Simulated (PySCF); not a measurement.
# C₃H₄BF₃S: magnetic properties

What do calculations give for the magnetic properties of C₃H₄BF₃S (`FB(F)[C@@H]1[C@H](F)[C@H]1S`)?

Computed with PySCF 2.14.0 and routines of our own; the level stands in each step. Atoms count from 0.

### Step 1. The starting structure

12 atoms, charge 0, multiplicity 1; geometry from: GFN2-xTB.

### Step 2. Magnetic properties: GIAO KT3/pcSseg-1

What the job is given:

```
{"job": {"kind": "mag", "xc": "KT3", "basis": "pcSseg-1", "isotopologues": 2}, "charge": 0, "multiplicity": 1}
F      1.711934     1.153764    -1.339634
B      1.632324     0.793425    -0.078275
F      2.615289     1.226090     0.682582
C      0.440686    -0.022805     0.503699
C     -0.111491    -1.251396    -0.190292
F      0.472004    -1.670929    -1.337707
C     -0.906332    -0.003557    -0.215469
S     -2.418639     0.048726     0.752041
H      0.390908    -0.082963     1.585413
H     -0.424086    -2.099398     0.407159
H     -0.961231     0.535743    -1.151110
H     -2.440167     1.372614     0.899696
```

Method: GIAO KT3/pcSseg-1 magnetisability, rotational g tensor and spin-rotation constants, non-relativistic, gas phase.

Run with:

```sh
OMP_NUM_THREADS=1 python excited_run.py task.json out
```

The driver reads the jobs from task.json and runs them one after another.

The log of the run:

```text
coarse grid: 11712 points
cycle   1  E = -847.7246682475  dE =  1.093e+00  |g| = 1.022e+00  |ddm| = 3.252e+00
cycle   2  E = -847.3884736988  dE =  3.362e-01  |g| = 1.794e+00  |ddm| = 1.891e+00
cycle   3  E = -847.8788756019  dE = -4.904e-01  |g| = 1.710e-01  |ddm| = 1.330e+00
cycle   4  E = -847.8850265466  dE = -6.151e-03  |g| = 6.362e-02  |ddm| = 2.163e-01
cycle   5  E = -847.8859404826  dE = -9.139e-04  |g| = 1.993e-02  |ddm| = 7.899e-02
cycle   6  E = -847.8860234085  dE = -8.293e-05  |g| = 6.277e-03  |ddm| = 2.724e-02
cycle   7  E = -847.8860311771  dE = -7.769e-06  |g| = 1.932e-03  |ddm| = 6.339e-03
final grid: 112880 points
cycle   8  E = -848.0231644362  dE = -2.274e-04  |g| = 4.530e-02  |ddm| = 6.323e-02
cycle   9  E = -848.0225039103  dE =  6.605e-04  |g| = 7.915e-02  |ddm| = 7.300e-02
cycle  10  E = -848.0234441939  dE = -9.403e-04  |g| = 5.004e-03  |ddm| = 5.190e-02
cycle  11  E = -848.0234496819  dE = -5.488e-06  |g| = 1.636e-03  |ddm| = 6.642e-03
cycle  12  E = -848.0234502218  dE = -5.399e-07  |g| = 2.978e-04  |ddm| = 1.557e-03
cycle  13  E = -848.0234502402  dE = -1.836e-08  |g| = 9.066e-05  |ddm| = 3.639e-04
cycle  14  E = -848.0234502419  dE = -1.749e-09  |g| = 1.914e-05  |ddm| = 9.003e-05
cycle  15  E = -848.0234502420  dE = -8.481e-11  |g| = 6.834e-06  |ddm| = 2.586e-05
converged SCF energy = -848.0234502420

Magnetisability tensor (1e-30 J/T^2)
    -1297.78       42.50      159.14
       42.50    -1161.65      -43.34
      159.14      -43.34    -1305.47
isotropic -1254.97   principal values   -1472.66  -1149.81  -1142.43
isotropic susceptibility -75.576 1e-6 cm^3/mol

Inertial axes            a          b          c
rot. const./GHz      2.4795     0.9909     0.8219
chi total           -79.399    -77.357    -69.971
chi diamagnetic    -532.020  -1176.544  -1389.432
chi paramagnetic    452.621   1099.186   1319.461
quadrupole/D A       -7.437      2.683      4.754
g nuclear            0.5157     0.5033     0.4992
g electronic        -0.5272    -0.5117    -0.5094
g total             -0.0116    -0.0083    -0.0103

Spin-rotation constants (kHz, H = +C I.J)
atom  isotope        aa         bb         cc
  0    19F        4.405      0.960      0.982
  1    11B        0.564      0.238      0.214
  2    19F        3.194      0.998      1.571
  5    19F        1.296      0.646      0.387
  8     1H       -0.268     -0.080     -0.028
  9     1H       -0.129     -0.094      0.002
 10     1H       -0.273     -0.103      0.029
 11     1H       -0.297     -0.012     -0.063
  3    13C*       0.348      0.165      0.121
  4    13C*       0.548      0.236      0.211
  6    13C*       0.369      0.151      0.145
  7    33S*       0.547      0.206      0.231
* in the singly substituted isotopologue

Isotopologues: g along a, b, c
2H    at 8,9,10,11         -0.0108    -0.0083    -0.0100
10B   at 1                 -0.0115    -0.0084    -0.0103
```

It took 46 s on 1 thread of Arm Neoverse N1, shared host; peak memory 0.57 GiB.

From this job:

```csv
quantity,value
magnetisability,-1255·10⁻³⁰ J/T²
molar susceptibility,-75.6·10⁻⁶ cm³/mol
"rotational g (a, b, c)","-0.0116, -0.0083, -0.0103"
```

### Step 3. Magnetic properties: PBE00/pcSseg-0

Settings changed since step 2:

```diff
@@ -1,2 +1,2 @@
-{"job": {"kind": "mag", "xc": "KT3", "basis": "pcSseg-1", "isotopologues": 2}, "charge": 0, "multiplicity": 1}
+{"job": {"kind": "mag", "xc": "PBE00", "basis": "pcSseg-0", "scf": {"max_cycle": 92}}, "charge": 0, "multiplicity": 1}
 F      1.711934     1.153764    -1.339634
```

With the program's defaults for keys left out, this is: PBE00/pcSseg-0.

The log of the run:

```text
KeyError: "LibXCFunctional: name 'PBE00' not found."
```

It took 0.3 s on 1 thread of Arm Neoverse N1, shared host; peak memory 0.42 GiB.

Diagnosis: No functional is called PBE00: the name is misspelt. Cure: type the name correctly.

### Step 4. What came out

```
                                          quantity                               value
       magnetisability (step 2, GIAO KT3/pcSseg-1)                    -1255·10⁻³⁰ J/T²
  molar susceptibility (step 2, GIAO KT3/pcSseg-1)                  -75.6·10⁻⁶ cm³/mol
rotational g (a, b, c) (step 2, GIAO KT3/pcSseg-1)           -0.0116, -0.0083, -0.0103
                                              runs  1 failed, 0 ended on unsound input
```

In words: The values above hold for this geometry and these levels alone. Vibrational averaging and real surroundings are missing from these values.
